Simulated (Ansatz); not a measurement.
# FH₄InO₂ (built from SMILES F.[OH][InH][OH]): search for a transition state

Wanted: the transition state of a four-centre ligand exchange (form In1–F6, H2–H5 and break In1–H2, H5–F6). The guess is relaxed with those distances held, a saddle search follows, and vibrations and two downhill relaxations check it.

Program: Ansatz 0.2.0, Gaussian basis. Level of theory: PBE0-D4, def2-SVP first, then def2-TZVP. These are calculated values, not measurements.

143 further runs of the same task are left out: 143 set aside as unsound or not needed.

## 1. Where the work starts

The guess: 8 atoms, charge 0, spin multiplicity 1.

Atoms are counted from 1 here; the program's logs count them from 0.

Bond lengths: In1–H2 1.867 Å, In1–O3 1.934 Å, In1–O4 1.934 Å, In1–H5 2.154 Å, In1–F6 2.344 Å, O3–H7 0.958 Å, O4–H8 0.958 Å. Angles: H2–In1–O3 116.9°, H2–In1–O4 116.7°, H2–In1–H5 30.6°, H2–In1–F6 63.6°, O3–In1–O4 122.7°, O3–In1–H5 118.5°, O3–In1–F6 110.8°, O4–In1–H5 117.7°, O4–In1–F6 109.8°, H5–In1–F6 33.0°, In1–O3–H7 112.4°, In1–O4–H8 112.1°.

Geometry (Å):

```
In   -0.2198   -0.2912   -0.2802
H     1.4760   -0.7485    0.3536
O    -0.3239    0.4033   -2.0824
O    -1.7294   -1.1033    0.6143
H     1.5073    0.1957    0.9119
F     0.8121    1.2556    1.1478
H     0.2351    1.1703   -2.2106
H    -1.7574   -0.8819    1.5456
```

Distances that are to change: In1–F6 2.34 Å, H2–H5 1.10 Å, In1–H2 1.87 Å, H5–F6 1.29 Å.

## 2. Constrained relaxation of the guess

Contents of hold/in.yaml:

```yaml
crystal:
  periodic: [false, false, false]
  atoms:
    - {symbol: In, position_ang: [-0.219800, -0.291200, -0.280200]}
    - {symbol: H, position_ang: [1.476000, -0.748500, 0.353600]}
    - {symbol: O, position_ang: [-0.323900, 0.403300, -2.082400]}
    - {symbol: O, position_ang: [-1.729400, -1.103300, 0.614300]}
    - {symbol: H, position_ang: [1.507300, 0.195700, 0.911900]}
    - {symbol: F, position_ang: [0.812100, 1.255600, 1.147800]}
    - {symbol: H, position_ang: [0.235100, 1.170300, -2.210600]}
    - {symbol: H, position_ang: [-1.757400, -0.881900, 1.545600]}
basis:
  gaussian: {orbitals: def2-SVP}
hamiltonian: {xc: pbe0, dispersion: d4}
relax: {f_tol: 0.04, max_steps: 150, escape_saddle: false, constraints: [{distance: [0, 5]}, {distance: [1, 4]}, {distance: [0, 1]}, {distance: [4, 5]}]}
```

Started as:

```console
$ ansatz run in.yaml --threads 4 --pin off --events-out ev --progress --plain --max-ram 9574MiB
```

The runs that follow: Force constants to start from; Saddle search in the small basis; Saddle search in triple zeta; Vibrations at the point found; Relaxing after a step of 0.30 Å one way along the mode; Relaxing after a step of 0.30 Å the other way along the mode.

Before running it: what results should come out? Wanted: imaginary mode; barrier from the start side; barrier from the end side; energy of the step; pairs that change; zero-point energy at the saddle.

**Answer**, as computed:

```
                       quantity                                                     value
                 imaginary mode                                                1018i cm⁻¹
    barrier from the start side                                               60.5 kJ/mol
      barrier from the end side                                               79.1 kJ/mol
             energy of the step                                              -18.6 kJ/mol
              pairs that change  In1–F6 formed, H2–H5 formed, In1–H2 broken, H5–F6 broken
zero-point energy at the saddle                                                  1.112 eV
```

**Reading.** The point has a single imaginary mode (1018i cm⁻¹), as a transition state must. It joins the planned start and end. At PBE0-D4/def2-TZVP the electronic barrier is 60.5 kJ/mol, about 24 kT at 298 K, and the step runs 18.6 kJ/mol downhill. The barrier is thin enough for tunnelling; the leading (Wigner) term alone is a factor of 2.0 at 298 K. A step off the saddle overshot and began above it in energy, so the link to its end is likely but not proven.
